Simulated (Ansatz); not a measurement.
Input of an Ansatz 0.2.0 run:

Contents of input.yaml:

```yaml
crystal:
  lattice:
    - [2.42653, 0.1231, 0.0]
    - [-0.28935, 2.41236, 0.0]
    - [0.0, 0.0, 23.8]
  atoms:
    - { symbol: Rh, position: [0.5, 0.5, 0.29412] }
kpoints:
  mp_grid: { grid: [11, 11, 1] }
scf:
  occupations: { method: fermi_dirac, width: 0.05 }
hamiltonian:
  xc: pbesol
  pseudopotentials: { kind: all_electron, lapw: { basis_error: 0.002 } }
output:
  forces: true
  stress: true
  eigenvalues: true
```

Potentials or basis: all-electron LAPW, scalar-relativistic.

Run with:

```console
$ ansatz run input.yaml --threads 2 --pin off --max-ram 8192MiB --backend cpu --events-out ev --progress --plain --runs-dir out
```

(1) What does it give for the work function?

(2) What does it give for the band gap on the k mesh?

Answers

(1) 5.69 eV.

(2) none (metal or under the smearing width).
